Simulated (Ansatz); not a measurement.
**C4H10OSi: how energies converge with the basis set**

One table from this session's results is given with a row withheld; the runs are named, their logs left out.

Method: one geometry, several basis sets; program: Ansatz 0.2.0, Gaussian basis.

Levels to be run: PBE0-D4/def2-SVP; ωB97M-V/def2-SVP; PBE0-D4/def2-QZVPP; ωB97M-V/def2-QZVPP; the functionals' def2-TZVPP values are taken from earlier runs.

## Structure used throughout

All runs share one geometry, relaxed beforehand with PBE0-D4 in a triple-zeta def2 set.

SMILES `CC(C)(C)O[SiH]`, 16 atoms, charge 0, spin multiplicity 1.

Atoms are counted from 1 here; the program's logs count them from 0.

Bond lengths: C1–C2 1.520 Å, C1–H7 1.092 Å, C1–H8 1.092 Å, C1–H9 1.092 Å, C2–C3 1.518 Å, C2–C4 1.520 Å, C2–O5 1.442 Å, C3–H10 1.092 Å, C3–H11 1.092 Å, C3–H12 1.092 Å, C4–H13 1.092 Å, C4–H14 1.092 Å, C4–H15 1.092 Å, O5–Si6 1.636 Å, Si6–H16 1.552 Å. Angles: C2–C1–H7 110.4°, C2–C1–H8 110.5°, C2–C1–H9 110.3°, H7–C1–H8 108.2°, H7–C1–H9 108.3°, H8–C1–H9 108.9°, C1–C2–C3 110.9°, C1–C2–C4 111.1°, C1–C2–O5 109.0°, C3–C2–C4 110.9°, C3–C2–O5 105.7°, C4–C2–O5 109.0°, C2–C3–H10 110.3°, C2–C3–H11 110.6°, C2–C3–H12 110.3°, H10–C3–H11 108.6°, H10–C3–H12 108.3°, H11–C3–H12 108.6° and more.

Coordinates:

```
C    -0.1296   -0.9798    1.0187
C     0.1835    0.1093    0.0064
C     1.6699    0.1566   -0.2973
C    -0.6252   -0.0777   -1.2664
O    -0.1376    1.3916    0.5822
Si   -1.5049    2.0859    1.1528
H     0.1337   -1.9606    0.6171
H    -1.1950   -0.9846    1.2593
H     0.4405   -0.8199    1.9365
H     1.8886    0.9666   -0.9956
H     2.0020   -0.7847   -0.7408
H     2.2385    0.3296    0.6183
H    -0.4079    0.7244   -1.9752
H    -0.3774   -1.0305   -1.7390
H    -1.6947   -0.0749   -1.0447
H    -2.5072    0.9261    0.9123
```

Set-up of the first run:

in.yaml

```yaml
crystal:
  periodic: [false, false, false]
  atoms:
    - {symbol: C, position_ang: [-0.129589, -0.979832, 1.018673]}
    - {symbol: C, position_ang: [0.183512, 0.109252, 0.006356]}
    - {symbol: C, position_ang: [1.669865, 0.156607, -0.297276]}
    - {symbol: C, position_ang: [-0.625203, -0.077697, -1.266421]}
    - {symbol: O, position_ang: [-0.137596, 1.391594, 0.582212]}
    - {symbol: Si, position_ang: [-1.504932, 2.085928, 1.152760]}
    - {symbol: H, position_ang: [0.133688, -1.960646, 0.617061]}
    - {symbol: H, position_ang: [-1.194972, -0.984596, 1.259265]}
    - {symbol: H, position_ang: [0.440454, -0.819852, 1.936487]}
    - {symbol: H, position_ang: [1.888599, 0.966635, -0.995573]}
    - {symbol: H, position_ang: [2.002043, -0.784689, -0.740833]}
    - {symbol: H, position_ang: [2.238549, 0.329630, 0.618296]}
    - {symbol: H, position_ang: [-0.407917, 0.724408, -1.975179]}
    - {symbol: H, position_ang: [-0.377386, -1.030502, -1.739023]}
    - {symbol: H, position_ang: [-1.694694, -0.074913, -1.044746]}
    - {symbol: H, position_ang: [-2.507224, 0.926074, 0.912341]}
basis:
  gaussian: {orbitals: def2-SVP}
hamiltonian: {xc: pbe0, dispersion: d4}
output: {orbitals: {seedname: orbitals}}
```

On the command line:

```sh
$ ansatz run in.yaml --threads 4 --pin off --events-out ev --progress --plain --max-ram 11315MiB
```

Among the steps run: PBE0-D4 in def2-SVP; ωB97M-V in def2-SVP; PBE0-D4 in def2-QZVPP; ωB97M-V in def2-QZVPP.

One table of the session follows, with a row left open; its other results are not shown here.

It belongs to the step «Functionals by basis». 

| functional | basis | HOMO (eV) | LUMO (eV) |
| --- | --- | --- | --- |
| PBE0-D4 | def2-SVP | -6.25 | -1.73 |
| PBE0-D4 | def2-TZVPP | ? | ? |
| PBE0-D4 | def2-QZVPP | -6.35 | -1.89 |
| ωB97M-V | def2-SVP | -8.31 | 0.36 |
| ωB97M-V | def2-TZVPP | -8.43 | 0.12 |
| ωB97M-V | def2-QZVPP | -8.45 | 0.01 |

Estimate the missing values for PBE0-D4, def2-TZVPP.

As computed: HOMO (eV): -6.33; LUMO (eV): -1.85. In the column «HOMO (eV)» it lies between PBE0-D4, def2-QZVPP (-6.35) and PBE0-D4, def2-SVP (-6.25).
